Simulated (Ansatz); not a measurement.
# Al: response to strain

Al is deformed so: equal xy, yz and zx engineering shear strains of -2 %. What stress and forces result, by LAPW, PAW and all-electron datasets made for the crystal?

Computed with Ansatz 0.2.0 (DFT PBEsol, scalar-relativistic, unless a step's input says otherwise).

### Step 1. The structure to begin with

It takes space group Fm-3m (No. 225, cubic). The conventional cell has a = 4.048 Å, b = 4.048 Å, c = 4.048 Å, α = 90.00°, β = 90.00°, γ = 90.00°. Around Al (site symmetry m-3m) lie 12 Al at 2.86 Å.

As a file:

```
CELL_PARAMETERS angstrom
0.00000 2.02398 2.02398
2.02398 0.00000 2.02398
2.02398 2.02398 0.00000
ATOMIC_POSITIONS crystal
Al 0.00000 0.00000 0.00000
```

### Step 2. The deformed structure

Space group Fm-3m before, R-3m after.

### Step 3. All-electron LAPW

input.yaml

```yaml
crystal:
  lattice:
    - [-0.0404796, 2.0037402, 2.0037402]
    - [2.0037402, -0.0404796, 2.0037402]
    - [2.0037402, 2.0037402, -0.0404796]
  atoms:
    - { symbol: Al, position: [0.0, 0.0, 0.0] }
kpoints:
  mp_grid: { grid: [14, 14, 14] }
  band_path:
    path:
      - [0.0, 0.0, 0.0]
      - [0.5, 0.5, 0.5]
      - [0.2551801333, 0.5, 0.7448198667]
      - [-0.2551801333, 0.2551801333, 0.5]
      - [0.0, 0.0, 0.5]
      - [0.0, 0.0, 0.0]
      - [-0.3775900666, 0.0, 0.3775900666]
      - [0.0, 0.3775900666, 0.6224099334]
      - [0.0, 0.5, 0.5]
    npoints: 5
scf:
  occupations: { method: fermi_dirac, width: 0.05 }
hamiltonian:
  xc: pbesol
  pseudopotentials: { kind: all_electron, lapw: { basis_error: 0.001 } }
output:
  forces: true
  stress: true
  eigenvalues: true
```

Launch:

```sh
$ ansatz run input.yaml --threads 1 --pin off --max-ram 3072MiB --backend cpu --events-out ev --progress --plain --runs-dir out
```

### Step 4. Frozen-core PAW

input.yaml

```yaml
crystal:
  lattice:
    - [-0.0404796, 2.0037402, 2.0037402]
    - [2.0037402, -0.0404796, 2.0037402]
    - [2.0037402, 2.0037402, -0.0404796]
  atoms:
    - { symbol: Al, position: [0.0, 0.0, 0.0] }
kpoints:
  mp_grid: { grid: [14, 14, 14] }
scf:
  occupations: { method: fermi_dirac, width: 0.05 }
hamiltonian:
  xc: pbesol
  pseudopotentials: { kind: paw }
output:
  forces: true
  stress: true
  eigenvalues: true
  efg: { contact_densities: true }
```

### Step 5. All-electron PAW on datasets made for the crystal

input.yaml: that of step 4 with these lines changed.

```diff
@@ -13,3 +13,3 @@
   xc: pbesol
-  pseudopotentials: { kind: paw }
+  pseudopotentials: { kind: all_electron, datasets: crystal }
 output:
```

(Steps that only read results are left out.)

What does the calculation give? Wanted: pressure; largest shear or deviatoric stress.

As calculated:

| quantity | value |
| --- | --- |
| pressure | LAPW -1.96, PAW -1.97, crystal datasets -1.97 GPa |
| largest shear or deviatoric stress (LAPW) | 0.07 GPa |

In words: The largest part of the stress beyond the pressure is 0.07 GPa in size. No run of the undeformed cell stands beside it, so the pressure holds what the given cell had before the change. PAW: stress within 0.01 GPa of LAPW. Crystal datasets: stress within 0.01 GPa of LAPW.
